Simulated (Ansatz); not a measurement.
# H₅NOSiZn: up Jacob's ladder to CCSD(T)

An exercise on one series of results from a longer session: the logs are not shown, and one member is left open.

The runs use Ansatz 0.2.0, Gaussian basis; functionals in def2-TZVPP, the program's frozen cores in correlated methods.

Plan: LDA (SPW92), PBE-D4, revPBE-D4, BLYP-D4, r2SCAN-D4, B97M-V, PBE0-D4, B3LYP-D4, r2SCANh-D4, r2SCAN0-D4, HSE06-D4, BHLYP-D4, CAM-B3LYP-D4, LC-ωPBE, ωB97X-V, ωB97M-V, B2PLYP, PBE-QIDH; CCSD(T)/def2-SVP; CCSD(T)/def2-TZVPP; MP2/def2-QZVPP; extrapolation to the limit; RPA on PBE.

**The relaxed structure**

The geometry comes from an earlier relaxation with PBE0-D4 in a triple-zeta def2 set; it is a stationary point, not always the lowest conformer.

SMILES `[NH2][Zn][O][SiH3]`, 9 atoms, charge 0, spin multiplicity 1.

Atoms are counted from 1 here; the program's logs count them from 0.

Bond lengths: N1–Zn2 1.808 Å, N1–H5 1.011 Å, N1–H6 1.011 Å, Zn2–O3 1.763 Å, O3–Si4 1.620 Å, Si4–H7 1.493 Å, Si4–H8 1.493 Å, Si4–H9 1.488 Å. Angles: Zn2–N1–H5 115.5°, Zn2–N1–H6 115.5°, H5–N1–H6 107.6°, N1–Zn2–O3 173.4°, Zn2–O3–Si4 142.8°, O3–Si4–H7 111.8°, O3–Si4–H8 111.6°, O3–Si4–H9 109.6°, H7–Si4–H8 107.2°, H7–Si4–H9 108.2°, H8–Si4–H9 108.2°.

The first run:

The input, in.yaml:

```yaml
crystal:
  periodic: [false, false, false]
  atoms:
    - {symbol: N, position_ang: [-1.580632, 2.311979, 0.706371]}
    - {symbol: Zn, position_ang: [-0.807774, 0.719579, 0.339914]}
    - {symbol: O, position_ang: [-0.227660, -0.918650, 0.046491]}
    - {symbol: Si, position_ang: [1.054425, -1.760422, -0.476298]}
    - {symbol: H, position_ang: [-1.123320, 2.863765, 1.419749]}
    - {symbol: H, position_ang: [-1.738214, 2.913021, -0.091419]}
    - {symbol: H, position_ang: [1.553076, -1.253407, -1.789537]}
    - {symbol: H, position_ang: [2.191520, -1.685465, 0.487613]}
    - {symbol: H, position_ang: [0.678581, -3.190399, -0.642894]}
basis:
  gaussian: {orbitals: def2-TZVPP}
hamiltonian: {xc: lda}
output: {orbitals: {seedname: orbitals}}
```

Command:

```bash
$ ansatz run in.yaml --threads 4 --pin off --events-out ev --progress --plain --max-ram 10444MiB
```

Steps of the session up to this table: LDA; PBE-D4 (GGA); revPBE-D4 (GGA); BLYP-D4 (GGA); r2SCAN-D4 (meta-GGA); B97M-V (meta-GGA); PBE0-D4 (hybrid); B3LYP-D4 (hybrid); r2SCANh-D4 (hybrid); r2SCAN0-D4 (hybrid); HSE06-D4 (hybrid); BHLYP-D4 (hybrid); CAM-B3LYP-D4 (range-separated); LC-ωPBE (range-separated); ωB97X-V (range-separated); ωB97M-V (range-separated); B2PLYP (double hybrid); PBE-QIDH (double hybrid).

One of the session's tables, all rows but one given; the rest of the session is left out.

It belongs to the step «Orbital energies across the functionals». 

```
  functional  HOMO (eV)  gap (eV)
 LDA (SPW92)      -6.19      4.19
      PBE-D4      -5.99      4.20
   revPBE-D4          ?         ?
     BLYP-D4      -5.88      4.11
   r2SCAN-D4      -6.25      4.79
      B97M-V      -6.32      4.55
     PBE0-D4      -7.34      6.42
    B3LYP-D4      -7.12      5.88
  r2SCANh-D4      -6.77      5.61
  r2SCAN0-D4      -7.54      6.82
    HSE06-D4      -6.93      5.65
    BHLYP-D4      -8.63      8.39
CAM-B3LYP-D4      -8.79      8.70
     LC-ωPBE     -10.17     11.33
     ωB97X-V      -9.79     10.74
     ωB97M-V      -9.73     10.32
```

**Question.** Estimate the row for revPBE-D4.

The run gave: HOMO (eV): -5.91; gap (eV): 4.22. In the column «HOMO (eV)» it lies between PBE-D4 (-5.99) and BLYP-D4 (-5.88).
